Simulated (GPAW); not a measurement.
A run of GPAW 26.7.0 is set up as follows.

File run.py:

```python
from ase import Atoms
from ase.eos import EquationOfState
from ase.io import Trajectory
from ase.units import GPa
from gpaw import GPAW, PW

atoms = Atoms(['Bi', 'Te'],
              cell=[[2.4227077728, 1.3987509848, 3.3172919545],
                    [-2.4227077728, 1.3987509848, 3.3172919545],
                    [0.0, -2.7975019696, 3.3172919545]],
              scaled_positions=[[0.5, 0.5, 0.5],
                                [0.0, 0.0, 0.0]],
              pbc=True)

traj = Trajectory('eos.traj', 'w')
volumes, energies = [], []
for x in [0.94, 0.96, 0.98, 1.0, 1.02, 1.04, 1.06]:
    a = atoms.copy()
    a.set_cell(atoms.cell * x**(1 / 3), scale_atoms=True)
    calc = GPAW(mode=PW(600),
                xc='PBE',
                kpts={'size': (7, 7, 7), 'gamma': True},
                occupations={'name': 'fermi-dirac', 'width': 0.05},
                nbands=20,
                convergence={'density': 1e-05, 'energy': 1e-05},
                maxiter=150,
                txt=f'eos-{x:.2f}.txt')
    a.calc = calc
    energies.append(a.get_potential_energy(force_consistent=True))
    volumes.append(a.get_volume())
    p = -a.get_stress()[:3].mean() / GPa
    calc.write(f'eos-{x:.2f}.gpw')
    traj.write(a)
    print(f'{x:.2f} {volumes[-1]:10.4f} A^3 {energies[-1]:14.6f} eV {p:9.3f} GPa', flush=True)

v0, e0, B = EquationOfState(volumes, energies, eos='birchmurnaghan').fit()
print(f'V0 = {v0:.4f} A^3, E0 = {e0:.6f} eV, B0 = {B / GPa:.2f} GPa')
```

Potentials or basis: GPAW PAW data sets (gpaw-data 1.2.1), pw.

Run with:

```bash
$ OMP_NUM_THREADS=1 python run.py
```

Task: Estimate the pressure derivative of the bulk modulus.

Result: 4.5.

Task: Estimate the bulk modulus at fixed shape and positions.

Result: 48 GPa.

Task: Predict the equilibrium volume.

Result: 33.70 Å³/atom.

Energy against volume, from the lowest point:
```csv
volume (Å³/atom),energy (meV/atom)
31.701,19.80
32.376,8.35
33.050,1.92
33.725,0.00
34.399,2.11
35.074,7.83
35.748,16.78
```

Caveat: the cell was scaled at fixed shape and fractional positions, which overstates the stiffness of a crystal with free parameters, most of all of layers and chains.
